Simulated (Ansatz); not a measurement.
# Cu16CO: the cost of one run

Program: Ansatz 0.2.0. Level of theory: DFT PBE, scalar-relativistic, plane waves, PAW, and further levels as typed in the inputs. These are calculated values, not measurements.

## (1) The structure to begin with

The structure is trigonal, space group P3m1 (No. 156). Conventional cell: a = 5.112 Å, b = 5.112 Å, c = 24.261 Å, α = 90.00°, β = 90.00°, γ = 120.00°. Cu (site symmetry m) is surrounded by 9 Cu at 2.56 Å. Around Cu (site symmetry 3m) lie 9 Cu at 2.56 Å. Cu (site symmetry 3m) has 12 Cu at 2.56 Å as nearest neighbours. Around Cu (site symmetry m) lie 12 Cu at 2.56 Å. Cu (site symmetry m) has 1 C at 2.00 Å as nearest neighbours. Only part of the 10 independent sites is listed.

Coordinates:

```
CELL_PARAMETERS angstrom
5.11238 0.00000 0.00000
2.55619 4.42745 0.00000
0.00000 0.00000 24.26136
ATOMIC_POSITIONS crystal
Cu 0.00000 0.00000 0.37096
Cu 0.50000 0.00000 0.37096
Cu 0.00000 0.50000 0.37096
Cu 0.50000 0.50000 0.37096
Cu 0.16667 0.16667 0.45699
Cu 0.66667 0.16667 0.45699
Cu 0.16667 0.66667 0.45699
Cu 0.66667 0.66667 0.45699
Cu 0.83333 0.33333 0.54301
Cu 0.33333 0.33333 0.54301
Cu 0.83333 0.83333 0.54301
Cu 0.33333 0.83333 0.54301
Cu 0.00000 0.00000 0.62904
Cu 0.50000 0.00000 0.62904
Cu 0.00000 0.50000 0.62904
Cu 0.50000 0.50000 0.62904
C 0.16667 0.16667 0.68468
O 0.16667 0.16667 0.73291
```

## (2) Relaxing the atoms: Cu16CO slab, no spin

Contents of input.yaml:

```yaml
crystal:
  lattice:
    - [5.112382028, 0.0, 0.0]
    - [2.556191014, 4.4274527101, 0.0]
    - [0.0, 0.0, 24.2613636694]
  atoms:
    - { symbol: Cu, position: [0.0, 0.0, 0.3709601868] }
    - { symbol: Cu, position: [0.5, 0.0, 0.3709601868] }
    - { symbol: Cu, position: [0.0, 0.5, 0.3709601868] }
    - { symbol: Cu, position: [0.5, 0.5, 0.3709601868] }
    - { symbol: Cu, position: [0.1666666667, 0.1666666667, 0.4569867289] }
    - { symbol: Cu, position: [0.6666666667, 0.1666666667, 0.4569867289] }
    - { symbol: Cu, position: [0.1666666667, 0.6666666667, 0.4569867289] }
    - { symbol: Cu, position: [0.6666666667, 0.6666666667, 0.4569867289] }
    - { symbol: Cu, position: [-0.1666666667, 0.3333333333, 0.5430132711] }
    - { symbol: Cu, position: [0.3333333333, 0.3333333333, 0.5430132711] }
    - { symbol: Cu, position: [-0.1666666667, 0.8333333333, 0.5430132711] }
    - { symbol: Cu, position: [0.3333333333, 0.8333333333, 0.5430132711] }
    - { symbol: Cu, position: [0.0, 0.0, 0.6290398132] }
    - { symbol: Cu, position: [0.5, 0.0, 0.6290398132] }
    - { symbol: Cu, position: [0.0, 0.5, 0.6290398132] }
    - { symbol: Cu, position: [0.5, 0.5, 0.6290398132] }
    - { symbol: C, position: [0.1666666667, 0.1666666667, 0.6846838412] }
    - { symbol: O, position: [0.1666666667, 0.1666666667, 0.7329086655] }
scf:
  occupations: { method: gaussian, width: 0.1 }
output:
  forces: true
  write_density: true
  write_potential: true
  elf: true
  volumetric_format: npy
hamiltonian:
  xc: pbe
kpoints:
  mp_grid: { grid: [6, 6, 1] }
efield:
  axis: 3
  dipole_correction: true
relax:
  f_tol: 0.01
  max_steps: 80
  constraints: [{ sites: [0, 1, 2, 3, 4, 5, 6, 7] }]
```

Command:

```bash
$ ansatz run input.yaml --threads 8 --pin off --max-ram 12288MiB --backend cpu --events-out ev --progress --plain --runs-dir out
```

**Question.** How long does this run take on 8 threads of Arm Neoverse V2, shared host, and how much memory does it need?

About 74 s, with a peak of 3.8 GiB.
